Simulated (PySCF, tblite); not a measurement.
# C6H15BClN: geometry, infrared bands and NMR shifts

Wanted: the infrared bands and NMR shifts of C6H15BClN (`C[C@@H]1CC[C@H]1[N@@H+](C)[BH2-]Cl`), by calculation.

Programs: tblite 0.8.0 and PySCF 2.14.0, with density-fitted response routines of our own. Each step states its level of theory. These are calculated values for one molecule in the gas phase, unless marked as measured. Atoms are numbered from 0 throughout.

## 1. Starting geometry

24 atoms, charge 0, multiplicity 1; geometry from: force field or distance geometry start.

Bonds of the start (Å): C0–C1 1.51, C1–C2 1.53, C2–C3 1.54, C3–C4 1.54, C4–N5 1.43, N5–C6 1.43, N5–B7 1.54, B7–Cl8 1.85, C4–C1 1.50, C0–H9 1.11, C0–H10 1.10, C0–H11 1.11, C1–H12 1.09, C2–H13 1.10, C2–H14 1.09, C3–H15 1.10, C3–H16 1.09, C4–H17 1.10, N5–H18 1.05, C6–H19 1.13, C6–H20 1.12, C6–H21 1.09, B7–H22 1.21, B7–H23 1.19.

## 2. Relaxing the molecule with GFN2-xTB

The job: settings as JSON, then the geometry in Å.

```
{"job": {"kind": "relax", "xc": "GFN2-xTB", "basis": "xTB"}, "charge": 0, "multiplicity": 1}
C      1.751600    -1.416800     0.469700
C      1.141500    -0.419400    -0.491200
C      2.038600     0.818900    -0.513400
C      0.728000     1.564500    -0.836000
C      0.083700     0.488300     0.062100
N     -1.279200     0.229900    -0.276800
C     -1.579000    -1.102700    -0.689900
B     -2.094500     0.562800     0.985600
Cl    -3.896500     0.208100     0.725500
H      2.710000    -1.009500     0.848900
H      1.987400    -2.328400    -0.097400
H      1.123500    -1.628200     1.355800
H      1.024000    -0.767900    -1.513000
H      2.368700     1.124700     0.488400
H      2.781200     0.847300    -1.310300
H      0.651700     2.577000    -0.418200
H      0.477100     1.409900    -1.886800
H      0.234600     0.723800     1.128300
H     -1.547600     0.906900    -1.031900
H     -1.758000    -1.798000     0.178200
H     -2.525000    -1.037100    -1.284300
H     -0.846200    -1.573600    -1.343100
H     -1.690000    -0.074500     1.926300
H     -1.897400     1.713600     1.197900
```

Started as:

```console
$ OMP_NUM_THREADS=1 python probes_run.py task.json out
```

The driver reads the jobs from task.json and runs them one after another.

**Question.** This job is followed by: GFN2-xTB harmonic vibrations, gas phase; GIAO PBE0/pcSseg-1 NMR shielding, non-relativistic, gas phase. What will the session give for the following? strongest single infrared mode (GFN2-xTB); zero-point energy (GFN2-xTB); ¹³C shifts against TMS (PBE0/pcSseg-1); ¹H shifts against TMS (PBE0/pcSseg-1, means over atoms taken as alike); ¹⁵N shifts against NH3 (PBE0/pcSseg-1); ¹¹B shifts against BF3·OEt2 (PBE0/pcSseg-1); ³⁵Cl shifts against HCl (PBE0/pcSseg-1); surface potential, 1st and 99th percentile.

As calculated:

| quantity | value |
| --- | --- |
| strongest single infrared mode (GFN2-xTB) | 1084 cm⁻¹, 186 km/mol |
| zero-point energy (GFN2-xTB) | 130.5 kcal/mol |
| ¹³C shifts against TMS (PBE0/pcSseg-1) | 62.0, 38.8, 35.9, 26.3, 23.9, 22.3 ppm |
| ¹H shifts against TMS (PBE0/pcSseg-1, means over atoms taken as alike) | 3.03, 2.73, 2.56, 2.55, 2.52, 2.13, 2.06, 2.05, 1.92, 1.29, 1.21 ppm |
| ¹⁵N shifts against NH3 (PBE0/pcSseg-1) | 95.9 ppm |
| ¹¹B shifts against BF3·OEt2 (PBE0/pcSseg-1) | -10.7 ppm |
| ³⁵Cl shifts against HCl (PBE0/pcSseg-1) | -44 ppm |
| surface potential, 1st and 99th percentile | -1.62 V and 1.96 V |

**Reading.** Relaxing lowered the energy by 1.382 eV in 162 steps; the close pair that moved most is N5–B7, from 1.539 to 1.632 Å. No mode is imaginary among the 66: a minimum at this level. Unscaled tight-binding wavenumbers are off by several per cent, some by more. Its intensities can rank the bands wrongly. C4 (sp3 CH bonded to N) lies farthest downfield among carbon, at 62.0 ppm; pulled downfield by the heteroatom. At PBE0/pcSseg-1: Shielding is most anisotropic at Cl8 (span 294 ppm, paramagnetic term -154 ppm).
